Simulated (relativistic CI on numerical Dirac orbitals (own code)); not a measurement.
# Nd³⁺ (4f3) in crystal fields: levels and magnetism

How does a crystal field split the 4f3 shell of Nd³⁺, and what follows for the ground state and χT? 6 fields tried.

The numbers are computed with relativistic CI on numerical Dirac orbitals (own code) version 1 (Dirac-Coulomb-Breit CI, KLI orbitals optimised for each configuration, model QED (radiative potential, 1s self-energy scaled to tabulated hydrogen-like ionisation energies), valence Slater integrals scaled by 0.85, one configuration in a parametric crystal field), except any that are marked as measured or tabulated.

## 1. The atom as given

| Item | Value |
| --- | --- |
| ion | Nd³⁺ (Nd IV) |
| nuclear charge | 60 |
| electrons | 57 |
| open shell | 4f3 |
| Slater scale | 0.85 |
| field 1 (cm⁻¹) | Oh, B40 = -620, B60 = 410 |
| field 2 (cm⁻¹) | C2v, B20 = 260, B22 = 180, B40 = 370, B42 = 0, B44 = 160, B60 = -30, B62 = 90, B64 = -310, B66 = 230 |
| field 3 (cm⁻¹) | D3h, B20 = 920, B40 = -690, B60 = 30, B66 = 420 |
| field 4 (cm⁻¹) | Oh, B40 = -850, B60 = 750 |
| field 5 (cm⁻¹) | Oh, B40 = -2870, B60 = -770 |
| field 6 (cm⁻¹) | D3h, B20 = 990, B40 = -820, B60 = -200, B66 = 10 |

Outer shells as boxes (Hund's rule):

[Xe] 4f3
```
[Xe] core
4f [↑ ][↑ ][↑ ][  ][  ][  ][  ]
```

## 2. Field 1: Oh, B40 = -620, B60 = 410

Settings, as recorded:

```ini
atom Nd  Z=60  charge=3  electrons=57
nucleus A=142  rms_radius_fm=4.9123
hamiltonian dirac-coulomb  breit=on  qed=on  c_scale=1
orbitals kli  potential=per-configuration
slater_scale 0.85
correlation none
mixing on
configurations
  [Xe] 4f3
end
crystal_field Oh B40=-620 B60=410
```

## 3. Field 2: C2v, B20 = 260, B22 = 180, B40 = 370, B42 = 0, B44 = 160, B60 = -30, B62 = 90, B64 = -310, B66 = 230

The settings differ from step 2 so:

```diff
@@ -10,2 +10,2 @@
 end
-crystal_field Oh B40=-620 B60=410
+crystal_field C2v B20=260 B22=180 B40=370 B42=0 B44=160 B60=-30 B62=90 B64=-310 B66=230
```

## 4. Field 3: D3h, B20 = 920, B40 = -690, B60 = 30, B66 = 420

The settings differ from step 3 so:

```diff
@@ -10,2 +10,2 @@
 end
-crystal_field C2v B20=260 B22=180 B40=370 B42=0 B44=160 B60=-30 B62=90 B64=-310 B66=230
+crystal_field D3h B20=920 B40=-690 B60=30 B66=420
```

## 5. Field 4: Oh, B40 = -850, B60 = 750

The settings differ from step 4 so:

```diff
@@ -10,2 +10,2 @@
 end
-crystal_field D3h B20=920 B40=-690 B60=30 B66=420
+crystal_field Oh B40=-850 B60=750
```

## 6. Field 5: Oh, B40 = -2870, B60 = -770

The settings differ from step 5 so:

```diff
@@ -10,2 +10,2 @@
 end
-crystal_field Oh B40=-850 B60=750
+crystal_field Oh B40=-2870 B60=-770
```

## 7. Field 6: D3h, B20 = 990, B40 = -820, B60 = -200, B66 = 10

The settings differ from step 6 so:

```diff
@@ -10,2 +10,2 @@
 end
-crystal_field Oh B40=-2870 B60=-770
+crystal_field D3h B20=990 B40=-820 B60=-200 B66=10
```

(Steps that only read results are left out.)

Before running it: what results should come out? Wanted: ground spin; most axial ground doublet.

As calculated:

| field | ground state | degeneracy | S | J | first gap (cm⁻¹) | stabilisation (cm⁻¹) | χT at 2 K | χT at 300 K |
| --- | --- | --- | --- | --- | --- | --- | --- | --- |
| 1: Oh | G8 | 4 | 1.48 | 4.51 | 117 | -126 | 0.751 | 1.632 |
| 2: C2v | - | 2 | 1.48 | 4.50 | 28 | -86 | 0.865 | 1.690 |
| 3: D3h | - | 2 | 1.48 | 4.50 | 43 | -129 | 0.658 | 1.680 |
| 4: Oh | G8 | 4 | 1.48 | 4.52 | 229 | -253 | 0.730 | 1.494 |
| 5: Oh | G8 | 4 | 1.48 | 4.51 | 206 | -339 | 1.114 | 1.491 |
| 6: D3h | - | 2 | 1.48 | 4.50 | 57 | -118 | 0.816 | 1.699 |

χT is in cm³ K/mol; stabilisation counts from the free ion's lowest level; S and J come from the expectation values of their squares.

```
                           quantity                                                 value
ground spin (effective S from ⟨S²⟩)  1: 1.48, 2: 1.48, 3: 1.48, 4: 1.48, 5: 1.48, 6: 1.48
                        χT at 300 K                                1.49 to 1.70 cm³ K/mol
          most axial ground doublet                         field 6, g = 0.09, 0.09, 5.02
```

In words: All fields leave the ground state at S = 3/2. J stays near 9/2: the field splits the free-ion level without mixing it much with others. The lowest doublet of field 6 is strongly axial. The field is a set of parameters, without covalency or charge transfer.
